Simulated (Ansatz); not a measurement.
**LiMg2: densities and their differences**

Aim: see in LiMg2 how the density differs from that of free atoms, which states sit where, how expansion changes the bonding charge and how the density follows a moved atom. The geometry is as listed and is not relaxed.

Program: Ansatz 0.2.0. Level of theory: DFT PBEsol, scalar-relativistic, plane waves, PAW. These are calculated values, not measurements.

### 1 The structure to begin with

The structure is hexagonal, space group P6_3/mmc (No. 194). Conventional cell: a = 3.159 Å, b = 3.159 Å, c = 14.971 Å, α = 90.00°, β = 90.00°, γ = 120.00°. Around Li (site symmetry -6m2) lie 6 Mg at 3.06 Å and 6 Li at 3.16 Å. Mg (site symmetry 3m) has 3 Li at 3.06 Å and 9 Mg at 3.15 to 3.16 Å as nearest neighbours.

As a file:

```
Li Mg
1.0
     3.15909    0.00000    0.00000
    -1.57955    2.73586    0.00000
     0.00000    0.00000   14.97079
Li Mg
2 4
Direct
  0.33333 0.66667 0.25000
  0.66667 0.33333 0.75000
  0.66667 0.33333 0.41403
  0.66667 0.33333 0.08597
  0.33333 0.66667 0.91403
  0.33333 0.66667 0.58597
```

The structure comes from the Materials Project (structure only).

### 2 Self-consistent density

Contents of input.yaml:

```yaml
crystal:
  lattice:
    - [3.1590937709, 0.0, 0.0]
    - [-1.5795468855, 2.7358554586, 0.0]
    - [0.0, 0.0, 14.97079137]
  atoms:
    - { symbol: Li, position: [0.33333333, 0.66666667, 0.25] }
    - { symbol: Li, position: [0.66666667, 0.33333333, 0.75] }
    - { symbol: Mg, position: [0.66666667, 0.33333333, 0.41403013] }
    - { symbol: Mg, position: [0.66666667, 0.33333333, 0.08596987] }
    - { symbol: Mg, position: [0.33333333, 0.66666667, 0.91403013] }
    - { symbol: Mg, position: [0.33333333, 0.66666667, 0.58596987] }
basis:
  ecutwfc: 420
  fft_grid_basis: typed
kpoints:
  mp_grid: { grid: [12, 12, 4] }
hamiltonian:
  xc: pbesol
  pseudopotentials: { kind: paw }
scf:
  occupations: { method: gaussian, width: 0.05 }
output:
  forces: true
  stress: true
  eigenvalues: true
  bader: true
  write_density: true
  volumetric_format: npy
  elf: true
```

Launch:

```console
$ ansatz run input.yaml --threads 2 --pin off --max-ram 4096MiB --backend cpu --events-out ev --progress --plain --runs-dir out
```

### 4 Energy-resolved densities and projections

The windows are set from the levels of the base run, in eV from its Fermi level.

input.yaml: that of step 2 with these lines changed.

```diff
@@ -22,9 +22,26 @@
   occupations: { method: gaussian, width: 0.05 }
+  n_extra_bands: 6
 output:
   forces: true
-  stress: true
+  stress: false
   eigenvalues: true
-  bader: true
-  write_density: true
+  bader: false
+  write_density: false
   volumetric_format: npy
-  elf: true
+  band_densities:
+    - { e_range: [-0.25, 0.25] }
+    - { e_range: [-1.2, 0.0] }
+    - { e_range: [0.0, 1.2] }
+    - { e_range: [-6.43, -4.28] }
+    - { e_range: [-4.28, -2.14] }
+  dos:
+    e_range: [-30, 8]
+    de: 0.02
+    method: { smearing: { sigma: 0.03, scheme: gaussian } }
+    projected: { site_lists: { Li: [Li], Mg: [Mg] } }
+checkpoint:
+  read: start.run
+  write: ck
+  compress: false
+  write_wavefunctions: false
+  write_every: 100000
```

### 5 The cell at 106 % of its volume

Fractional coordinates and the k mesh are kept.

input.yaml: that of step 2 with these lines changed.

```diff
@@ -2,5 +2,5 @@
   lattice:
-    - [3.1590937709, 0.0, 0.0]
-    - [-1.5795468855, 2.7358554586, 0.0]
-    - [0.0, 0.0, 14.97079137]
+    - [3.221052516, 0.0, 0.0]
+    - [-1.6105262581, 2.7895133059, 0.0]
+    - [0.0, 0.0, 15.2644108427]
   atoms:
```

### 6 Moving Mg5 by 0.10 Å

The shift is (0.010, 0.001, 0.100) Å; all periodic copies of the atom move with it.

input.yaml: that of step 2 with these lines changed.

```diff
@@ -10,3 +10,3 @@
     - { symbol: Mg, position: [0.66666667, 0.33333333, 0.08596987] }
-    - { symbol: Mg, position: [0.33333333, 0.66666667, 0.91403013] }
+    - { symbol: Mg, position: [0.3367287218, 0.6670633484, 0.9206752526] }
     - { symbol: Mg, position: [0.33333333, 0.66666667, 0.58596987] }
@@ -29,2 +29 @@
   volumetric_format: npy
-  elf: true
```

(Steps that only read results are left out.)

What does the calculation give? Wanted: gap on the mesh; pressure; Bader charges; the states at the Fermi level; at 106 % volume; stiffness against the shift of Mg5.

As calculated:

| quantity | value |
| --- | --- |
| gap on the mesh | none (metal) |
| pressure | -0.2 GPa |
| Bader charges | Li +0.81, Mg -0.41 to -0.40 e |
| the states at the Fermi level | Mg 3s (60 %) and Li 2s (40 %) |
| at 106 % volume | -1.7 GPa, gap none (metal), Bader Li +0.81, Mg -0.41 e |
| stiffness against the shift of Mg5 | 2.4 eV/Å² |
